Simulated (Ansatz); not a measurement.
# CH7GaO2Si: the cost of one run

Program: Ansatz 0.2.0, Gaussian basis. Level of theory: the settings change from run to run. These are calculated values, not measurements.

## Step 1: The relaxed structure

The structure was relaxed beforehand with PBE0-D4 in a triple-zeta def2 set.

SMILES `[CH3][GaH][O][SiH2]O`, 12 atoms, charge 0, spin multiplicity 1.

Atoms are counted from 1 here; the program's logs count them from 0.

Bond lengths: C1–Ga2 1.955 Å, C1–H6 1.091 Å, C1–H7 1.093 Å, C1–H8 1.092 Å, Ga2–O3 1.874 Å, Ga2–H9 1.567 Å, O3–Si4 1.601 Å, Si4–O5 1.705 Å, Si4–H10 1.488 Å, Si4–H11 1.483 Å, O5–H12 0.959 Å. Angles: Ga2–C1–H6 110.2°, Ga2–C1–H7 110.0°, Ga2–C1–H8 111.4°, H6–C1–H7 108.1°, H6–C1–H8 109.0°, H7–C1–H8 107.9°, C1–Ga2–O3 114.3°, C1–Ga2–H9 129.9°, O3–Ga2–H9 113.6°, Ga2–O3–Si4 103.5°, O3–Si4–O5 98.3°, O3–Si4–H10 116.6°, O3–Si4–H11 114.7°, O5–Si4–H10 107.3°, O5–Si4–H11 109.1°, H10–Si4–H11 109.8°, Si4–O5–H12 120.2°.

## Step 2: wB97X/6-31G

Options: charge -1, multiplicity 2, restricted open-shell orbitals, atoms shaken by 0.15 Å, high accuracy.

in.yaml reads:

```yaml
crystal:
  periodic: [false, false, false]
  atoms:
    - {symbol: C, position_ang: [-2.282394, -0.565105, 0.791459]}
    - {symbol: Ga, position_ang: [0.114364, 0.204289, 1.158508]}
    - {symbol: O, position_ang: [1.195743, -1.048923, 0.343374]}
    - {symbol: Si, position_ang: [1.758523, -0.406775, -0.935563]}
    - {symbol: O, position_ang: [0.421549, 1.219438, -1.055218]}
    - {symbol: H, position_ang: [-2.120325, -0.918094, 0.145682]}
    - {symbol: H, position_ang: [-1.992314, -1.255838, 1.716449]}
    - {symbol: H, position_ang: [-2.746194, 0.565892, 0.961374]}
    - {symbol: H, position_ang: [0.758419, 1.439216, 1.995817]}
    - {symbol: H, position_ang: [2.957213, 0.201072, -1.192745]}
    - {symbol: H, position_ang: [1.548729, -1.146557, -2.238508]}
    - {symbol: H, position_ang: [0.968202, 1.846114, -1.390201]}
basis:
  gaussian: {orbitals: 6-31G}
total_charge: -1
magnetization: {spin_polarized: false, initial_magnetization: 1}
hamiltonian: {xc: {name: wB97X}}
accuracy: high
```

On the command line:

```sh
ansatz run in.yaml --threads 4 --pin off --events-out ev --progress --plain --max-ram 10444MiB
```

Q: Estimate wall time and peak memory on 4 threads of Arm Neoverse V1, shared host.

About 48 s, with a peak of 1.1 GiB.
